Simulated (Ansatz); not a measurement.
# C₂H₈FNSi: up Jacob's ladder to CCSD(T)

An exercise on one series of results from a longer session: the logs are not shown, and one member is left open.

Method: functionals in def2-TZVPP, the program's frozen cores in correlated methods; program: Ansatz 0.2.0, Gaussian basis.

The runs, in order: LDA (SPW92), PBE-D4, revPBE-D4, BLYP-D4, r2SCAN-D4, B97M-V, PBE0-D4, B3LYP-D4, r2SCANh-D4, r2SCAN0-D4, HSE06-D4, BHLYP-D4, CAM-B3LYP-D4, LC-ωPBE, ωB97X-V, ωB97M-V, B2PLYP, PBE-QIDH; CCSD(T)/def2-SVP; CCSD(T)/def2-TZVPP; MP2/def2-QZVPP; extrapolation to the limit; RPA on PBE.

## The geometry

The geometry comes from an earlier relaxation with PBE0-D4 in a triple-zeta def2 set; it is a stationary point, not always the lowest conformer.

SMILES `NCC[SiH2]F`, 13 atoms, charge 0, spin multiplicity 1.

Atoms are counted from 1 here; the program's logs count them from 0.

Bond lengths: N1–C2 1.455 Å, N1–H6 1.013 Å, N1–H7 1.013 Å, C2–C3 1.521 Å, C2–H8 1.095 Å, C2–H9 1.101 Å, C3–Si4 1.858 Å, C3–H10 1.097 Å, C3–H11 1.097 Å, Si4–F5 1.606 Å, Si4–H12 1.486 Å, Si4–H13 1.485 Å. Angles: C2–N1–H6 110.2°, C2–N1–H7 110.7°, H6–N1–H7 106.9°, N1–C2–C3 110.5°, N1–C2–H8 107.6°, N1–C2–H9 113.6°, C3–C2–H8 109.4°, C3–C2–H9 109.1°, H8–C2–H9 106.5°, C2–C3–Si4 114.8°, C2–C3–H10 110.2°, C2–C3–H11 109.3°, Si4–C3–H10 108.3°, Si4–C3–H11 107.7°, H10–C3–H11 106.1°, C3–Si4–F5 109.8°, C3–Si4–H12 111.3°, C3–Si4–H13 111.2° and more.

Geometry (Å):

```xyz
13

N    -0.3929    1.6533    1.3765
C    -0.5078    0.8039    0.2002
C     0.4480   -0.3753    0.2988
Si    0.2904   -1.6232   -1.0692
F     0.6338   -0.9320   -2.4776
H     0.5396    2.0457    1.4344
H    -1.0368    2.4328    1.3185
H    -1.5381    0.4347    0.1582
H    -0.3281    1.3351   -0.7472
H     1.4863   -0.0211    0.3234
H     0.2815   -0.8981    1.2492
H    -1.0981   -2.1432   -1.1682
H     1.2424   -2.7472   -0.8824
```

The first run:

Contents of in.yaml:

```yaml
crystal:
  periodic: [false, false, false]
  atoms:
    - {symbol: N, position_ang: [-0.392935, 1.653258, 1.376537]}
    - {symbol: C, position_ang: [-0.507825, 0.803946, 0.200163]}
    - {symbol: C, position_ang: [0.447970, -0.375274, 0.298816]}
    - {symbol: Si, position_ang: [0.290391, -1.623243, -1.069206]}
    - {symbol: F, position_ang: [0.633818, -0.932024, -2.477628]}
    - {symbol: H, position_ang: [0.539589, 2.045731, 1.434442]}
    - {symbol: H, position_ang: [-1.036801, 2.432846, 1.318515]}
    - {symbol: H, position_ang: [-1.538052, 0.434658, 0.158192]}
    - {symbol: H, position_ang: [-0.328110, 1.335081, -0.747189]}
    - {symbol: H, position_ang: [1.486318, -0.021144, 0.323413]}
    - {symbol: H, position_ang: [0.281523, -0.898139, 1.249224]}
    - {symbol: H, position_ang: [-1.098102, -2.143197, -1.168173]}
    - {symbol: H, position_ang: [1.242416, -2.747201, -0.882404]}
basis:
  gaussian: {orbitals: def2-TZVPP}
hamiltonian: {xc: lda}
output: {orbitals: {seedname: orbitals}}
```

Run with:

```
$ ansatz run in.yaml --threads 4 --pin off --events-out ev --progress --plain --max-ram 10444MiB
```

Among the steps run: LDA; PBE-D4 (GGA); revPBE-D4 (GGA); BLYP-D4 (GGA); r2SCAN-D4 (meta-GGA); B97M-V (meta-GGA); PBE0-D4 (hybrid); B3LYP-D4 (hybrid); r2SCANh-D4 (hybrid); r2SCAN0-D4 (hybrid); HSE06-D4 (hybrid); BHLYP-D4 (hybrid); CAM-B3LYP-D4 (range-separated); LC-ωPBE (range-separated); ωB97X-V (range-separated); ωB97M-V (range-separated); B2PLYP (double hybrid); PBE-QIDH (double hybrid).

One table of the session follows, with a row left open; its other results are not shown here.

```
  functional  HOMO (eV)  LUMO (eV)  gap (eV)
 LDA (SPW92)      -5.65      -0.71      4.94
      PBE-D4      -5.54      -0.44      5.10
   revPBE-D4      -5.49      -0.31      5.18
     BLYP-D4      -5.45      -0.33      5.12
   r2SCAN-D4      -5.85       0.03      5.88
      B97M-V      -6.05      -0.22      5.83
     PBE0-D4      -7.04       0.44      7.49
    B3LYP-D4      -6.81       0.20      7.01
  r2SCANh-D4      -6.41       0.32      6.73
  r2SCAN0-D4      -7.26       0.74      8.00
    HSE06-D4          ?          ?         ?
    BHLYP-D4      -8.49       1.27      9.76
CAM-B3LYP-D4      -8.51       1.39      9.89
     LC-ωPBE      -9.89       2.62     12.51
     ωB97X-V      -9.55       2.46     12.01
     ωB97M-V      -9.47       2.11     11.57
```

**Question.** Estimate the row for HSE06-D4.

As computed: HOMO (eV): -6.63; LUMO (eV): 0.07; gap (eV): 6.71. In the column «HOMO (eV)» it lies between B3LYP-D4 (-6.81) and r2SCANh-D4 (-6.41).
